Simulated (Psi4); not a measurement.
**H2Te2: levels of theory compared**

We compute a comparison of 3 runs (HF/STO-3G, wB97X-3c/vDZP, UMP3/def2-SVP) of H2Te2. 

Program for the calculation: Psi4 1.11.

4 further runs of the same task are left out: 2 that didn't finish, 2 set aside as unsound or not needed.

## Step 1: Starting point

H2Te2 has 4 atoms, charge 0, and is taken as a singlet. The shape comes from GFN2-xTB, which is rough for such elements, and wasn't checked as a minimum.

Bond lengths: Te1–Te2 2.688 Å, Te1–H3 1.648 Å, Te2–H4 1.650 Å. Angles: Te1–Te2–H4 94.5°, Te2–Te1–H3 94.1°.

## Step 2: Energy and gradient at HF/STO-3G (run 1)

Contents of h2te2.xyz:

```xyz
4
H2Te2
Te     0.003560     1.086660    -0.971210
Te    -0.209560    -1.434890    -0.064560
H     -0.966790     1.715950     0.202850
H      1.172790    -1.367720     0.832920
```

Contents of job.py:

```python
import psi4

psi4.set_memory('1600 MB')
psi4.set_num_threads(1)
psi4.core.set_output_file('h2te2.out', False)

with open('h2te2.xyz') as f:
    atoms = ''.join(f.readlines()[2:])
molecule = psi4.geometry('0 1\n' + atoms + 'symmetry c1')

psi4.set_options({
    'basis': 'STO-3G',
    'puream': True,
    'e_convergence': 1e-09,
    'd_convergence': 1e-08,
    'scf_type': 'pk',
})

e_tot, wfn = psi4.gradient('hf', molecule=molecule, return_wfn=True)
psi4.oeprop(wfn, 'MULLIKEN_CHARGES', 'LOWDIN_CHARGES', 'WIBERG_LOWDIN_INDICES')
print('gradient / Eh bohr^-1')
print(e_tot.np.round(6))
print(f'energy = {wfn.energy():.10f} Eh')
for k, v in sorted(psi4.core.scalar_variables().items()):
    print(f'{k:45s} {v:18.10f}')
```

Run with:

```
python job.py
```

h2te2.out:

```text
[...]
  Running in c1 symmetry.
[...]
  Nuclear repulsion =  582.730347497799926
[...]
  Multiplicity = 1
[...]
  Nalpha       = 53
  Nbeta        = 53
[...]
    Number of basis functions: 56
[...]
   @RHF iter   1: -13095.35489741273159   -3.95132e+00   5.29117e-03 ADIIS/DIIS
[...]
   @RHF iter   8: -13095.44343878261861   -2.54659e-11   7.43140e-09 DIIS
[...]
  @RHF Final Energy: -13095.44343878261861
   => Energetics <=
    Nuclear Repulsion Energy =            582.7303474977999258
    One-Electron Energy =              -19227.4524936263987911
    Two-Electron Energy =                5549.2787073459803651
    Total Energy =                     -13095.4434387826186139
[...]
 Multipole Moments:
 ------------------------------------------------------------------------------------
     Multipole            Electronic (a.u.)      Nuclear  (a.u.)        Total (a.u.)
 ------------------------------------------------------------------------------------
 L = 1.  Multiply by 2.5417464519 to convert [e a0] to [Debye]
 Dipole X            :         -0.3444381            0.4609011            0.1164630
 Dipole Y            :         -0.5832665            0.7791242            0.1958577
 Dipole Z            :         -1.7508160            2.3174151            0.5665991
 Magnitude           :                                                    0.6107032
[...]
  -Total Gradient:
     Atom            X                  Y                   Z
    ------   -----------------  -----------------  -----------------
       1        0.005925006894    -0.018813606805    -0.002100234647
       2       -0.008827047676     0.015166602185    -0.010736048012
       3       -0.006044907422     0.002120625115     0.007597427468
       4        0.008946948185     0.001526379578     0.005238855132
[...]
```

The script printed:

```text
gradient / Eh bohr^-1
[[ 0.005925 -0.018814 -0.0021  ]
 [-0.008827  0.015167 -0.010736]
 [-0.006045  0.002121  0.007597]
 [ 0.008947  0.001526  0.005239]]
energy = -13095.4434387826 Eh
CURRENT ENERGY                                 -13095.4434387826
CURRENT REFERENCE ENERGY                       -13095.4434387826
DD SOLVATION ENERGY                                 0.0000000000
HF KINETIC ENERGY                               13096.2180358115
HF POTENTIAL ENERGY                            -26191.6614745941
HF TOTAL ENERGY                                -13095.4434387826
HF VIRIAL RATIO                                     1.9999408534
NUCLEAR REPULSION ENERGY                          582.7303474978
ONE-ELECTRON ENERGY                            -19227.4524936264
PCM POLARIZATION ENERGY                             0.0000000000
PE ENERGY                                           0.0000000000
SCF ITERATION ENERGY                           -13095.4434387826
SCF ITERATIONS                                      8.0000000000
SCF TOTAL ENERGY                               -13095.4434387826
TWO-ELECTRON ENERGY                              5549.2787073460
```

It took 4.8 s on 1 thread of Intel Xeon at 2.60GHz (Ice Lake), shared host; peak memory 0.2 GiB.

## Step 3: A single-point energy at wB97X-3c/vDZP (density fitting, core potential) (run 2)

Contents of calc.py:

```python
import psi4

psi4.set_memory('1600 MB')
psi4.set_num_threads(1)
psi4.core.set_output_file('output.dat', False)

mol = psi4.geometry("""
0 1
Te
Te 1 2.688057
H 1 1.64803 2 94.08431
H 2 1.649507 1 94.5238 3 -94.88379
symmetry c1
""")

psi4.set_options({
    'scf_type': 'df',
})

E, wfn = psi4.energy("WB97X-3C", return_wfn=True)
print(f'total energy {E:.8f} hartree = {E * 27.211386:.5f} eV')
```

Run with:

```
python calc.py
```

output.dat:

```text
[...]
  Running in c1 symmetry.
[...]
  Nuclear repulsion =   13.027104211796866
[...]
  Multiplicity = 1
[...]
  Nalpha       = 7
  Nbeta        = 7
[...]
    Number of basis functions: 36
[...]
   @DF-RKS iter   1:   -17.37385715416982   -1.16802e+00   2.62267e-03 DIIS/ADIIS
[...]
   @DF-RKS iter   7:   -17.38811348698684   -3.93266e-08   8.79153e-07 DIIS
[...]
    Orbital Energies [Eh]
    ---------------------
    Doubly Occupied:
       1A     -0.815087     2A     -0.722350     3A     -0.491243
       4A     -0.470137     5A     -0.404820     6A     -0.333720
       7A     -0.328139
[...]
  @DF-RKS Final Energy:   -17.38811348698684
   => Energetics <=
    Nuclear Repulsion Energy =             13.0271042117968658
    One-Electron Energy =                 -52.6215540186954271
    Two-Electron Energy =                  24.2150472926760436
    DFT Exchange-Correlation Energy =      -2.0043074164846568
    Empirical Dispersion Energy =          -0.0044035562796610
    VV10 Nonlocal Energy =                  0.0000000000000000
    Total Energy =                        -17.3881134869868355
[...]
 Multipole Moments:
 ------------------------------------------------------------------------------------
     Multipole            Electronic (a.u.)      Nuclear  (a.u.)        Total (a.u.)
 ------------------------------------------------------------------------------------
 L = 1.  Multiply by 2.5417464519 to convert [e a0] to [Debye]
 Dipole X            :         -2.7679921            2.9292781            0.1612860
 Dipole Y            :         -2.5395291            2.6887226            0.1491936
 Dipole Z            :         -0.0245395            0.0227457           -0.0017937
 Magnitude           :                                                    0.2197160
[...]
```

Standard output:

```text
total energy -17.38811349 hartree = -473.15467 eV
```

It took 5.1 s on 1 thread of Intel Xeon at 2.60GHz (Ice Lake), shared host; peak memory 0.32 GiB.

## Step 4: A single-point energy at UMP3/def2-SVP (fitted SCF, core potential) (run 3)

Contents of input.dat:

```
memory 1600 mb

molecule {
  0 1
  Te     0.00672743     2.05348979    -1.83532091
  Te    -0.39601101    -2.71154912    -0.12200072
  H     -1.82696832     3.24267554     0.38333094
  H      2.21625190    -2.58461622     1.57399068
  units au
  no_reorient
  no_com
}

set {
  basis def2-SVP
  reference uhf
  num_frozen_docc 8
  mp_type conv
  scf_initial_accelerator ediis
}

e_tot, wfn = energy('mp3', return_wfn=True)
```

Run with:

```
psi4 -n 1 input.dat output.dat
```

output.dat:

```text
[...]
  Running in c1 symmetry.
[...]
  Nuclear repulsion =  136.735826534023573
[...]
  Multiplicity = 1
[...]
  Nalpha       = 25
  Nbeta        = 25
[...]
    Number of basis functions: 62
[...]
   @UHF iter   1:  -535.06323542570760   -5.16338e+00   5.78567e-03 EDIIS/DIIS
[...]
   @UHF iter  12:  -535.15880918182870   -1.81899e-12   4.12542e-09 DIIS
[...]
   @S^2 Observed:                4.618527782E-14
[...]
  @UHF Final Energy:  -535.15880918182870
   => Energetics <=
    Nuclear Repulsion Energy =            136.7358265340235732
    One-Electron Energy =               -1207.6587179429729986
    Two-Electron Energy =                 535.7640822271207526
    Total Energy =                       -535.1588091818287012
  UHF NO Occupations:
  HONO-2 :   23  A 2.0000000
  HONO-1 :   24  A 2.0000000
[...]
 Multipole Moments:
 ------------------------------------------------------------------------------------
     Multipole            Electronic (a.u.)      Nuclear  (a.u.)        Total (a.u.)
 ------------------------------------------------------------------------------------
 L = 1.  Multiply by 2.5417464519 to convert [e a0] to [Debye]
 Dipole X            :          8.9872314           -8.9535223            0.0337090
 Dipole Y            :         15.1966710          -15.1353646            0.0613064
 Dipole Z            :         45.1872622          -45.0183975            0.1688647
 Magnitude           :                                                    0.1827842
[...]
	SCS-MP2 Total Energy (a.u.)        :  -535.39391640084807
	SOS-MP2 Total Energy (a.u.)        :  -535.39029880518865
[...]
	SOS-PI-MP2 Total Energy (a.u.)     :  -535.40810569929317
[...]
	MP2 Total Energy (a.u.)            :  -535.40115159216680
[...]
	SCS-MP3 Total Energy (a.u.)        :  -535.39971100335981
[...]
	MP3 Total Energy (a.u.)            :  -535.42433000221388
[...]
```

Run time: 6 s. Hardware: 1 thread of Intel Xeon at 2.60GHz (Ice Lake), shared host; peak memory 0.26 GiB.

## Step 5: Overview of the runs

```
run                                            level      task  integrals    partner    energy (Eh)  dipole moment (D)  HOMO energy (eV)  LUMO energy (eV)  wall time
  1                                        HF/STO-3G  gradient         pk       base  -13095.443439               1.55             -6.78              5.13      4.8 s
  2  wB97X-3c/vDZP (density fitting, core potential)    energy         df  gas phase     -17.388113               0.56             -8.93             -0.13      5.1 s
  3       UMP3/def2-SVP (fitted SCF, core potential)    energy         df       base    -535.424330                  –             -8.82              1.08        6 s
```

## Step 6: Results

| quantity | value |
| --- | --- |
| run 3: total energy | -535.42433 Eh |
| run 3: HOMO energy (Hartree–Fock orbitals) | -8.82 eV |
| run 3: LUMO energy (Hartree–Fock orbitals) | 1.08 eV |
| run 3: HOMO–LUMO gap (Hartree–Fock orbitals) | 9.91 eV |
| run 3: correlation energy (8 core orbitals frozen) | -265.5 mEh |

In words: Some runs of one species differ in core potentials or relativity; totals across that change don't compare. In run 1 the basis is minimal, so the values are rough. In run 1 relativity is left out where basis or elements ask for it. All runs together took 16 s, the longest 6 s.
